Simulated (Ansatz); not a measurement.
# GaBiSe3: the cost of one run

Computed with Ansatz 0.2.0 (DFT PBE, scalar-relativistic, plane waves, PAW, unless a step names another level, unless a step's input says otherwise).

2 further runs of the same task are left out: 2 that didn't finish.

### 1 Starting point

It takes space group Pm (No. 6, monoclinic). The conventional cell has a = 6.434 Å, b = 4.090 Å, c = 6.440 Å, α = 90.00°, β = 101.13°, γ = 90.00°. Ga (site symmetry m) has 4 Se at 2.38 to 2.56 Å as nearest neighbours. Bi (site symmetry m) is surrounded by 5 Se at 2.75 to 2.97 Å. Around Se (site symmetry m) lie 1 Ga at 2.40 Å and 2 Bi at 2.97 Å. Se (site symmetry m) has 1 Ga at 2.38 Å and 2 Bi at 2.95 to 2.96 Å as nearest neighbours. Se (site symmetry m) has 2 Ga at 2.56 Å and 1 Bi at 2.75 Å as nearest neighbours.

The space group Pm holds at a tolerance of 0.01 Å; at 0.001 Å the coordinates give P1. 

Structure file:

```cif
data_structure
_symmetry_space_group_name_H-M 'Pm'
_symmetry_Int_Tables_number 6
_cell_length_a 6.4340
_cell_length_b 4.0902
_cell_length_c 6.4398
_cell_angle_alpha 90.000
_cell_angle_beta 101.132
_cell_angle_gamma 90.000
_cell_volume 166.28
loop_
_atom_site_label
_atom_site_type_symbol
_atom_site_symmetry_multiplicity
_atom_site_Wyckoff_symbol
_atom_site_fract_x
_atom_site_fract_y
_atom_site_fract_z
_atom_site_occupancy
Ga1 Ga 1 a 0.35050 0.00000 0.44049 1
Bi1 Bi 1 b 0.17960 0.50000 0.84687 1
Se1 Se 1 a 0.00403 0.00000 0.52568 1
Se2 Se 1 a 0.44644 0.00000 0.10155 1
Se3 Se 1 b 0.51943 0.50000 0.64540 1
```

It came out lowest among 26 distinct ends of the trial cells. At a tolerance of 0.02 Å it has space group Pm (No. 6).

### 2 A stricter relaxation, on the response runs' mesh and smearing

input.yaml

```yaml
crystal:
  lattice:
    - [4.0900899758, 0.026340666, 0.0073308047]
    - [-0.0403477534, 6.4335115786, -0.0724972699]
    - [-0.0032365098, -1.172154216, 6.3322411254]
  atoms:
    - { symbol: Ga, position: [0.5018482904, 0.3505030494, 0.4404919523] }
    - { symbol: Bi, position: [1.0020666345, 0.1795955275, 0.8468746406] }
    - { symbol: Se, position: [0.5022557599, 0.004034568, 0.5256812919] }
    - { symbol: Se, position: [0.5020492132, 0.4464353003, 0.1015533325] }
    - { symbol: Se, position: [0.001784132, 0.5194335448, 0.6453957226] }
basis:
  ecutwfc: 420
kpoints:
  mp_grid: { grid: [8, 6, 6] }
hamiltonian:
  xc: pbe
scf:
  occupations: { method: fixed }
output:
  forces: true
  stress: true
  eigenvalues: true
  write_density: true
  write_potential: true
  elf: true
  volumetric_format: npy
relax:
  adjacent_minimum: "off"
  f_tol: 0.001
  max_steps: 60
  cell: { stress_tol: 0.01 }
```

Run with:

```console
> ansatz run input.yaml --threads 3 --pin off --max-ram 7680MiB --backend cpu --events-out ev --progress --plain --runs-dir out
```

What time and memory should one allow on 3 threads of Intel Xeon at 2.70GHz, shared host?

About 2.4 min, with a peak of 1.1 GiB.
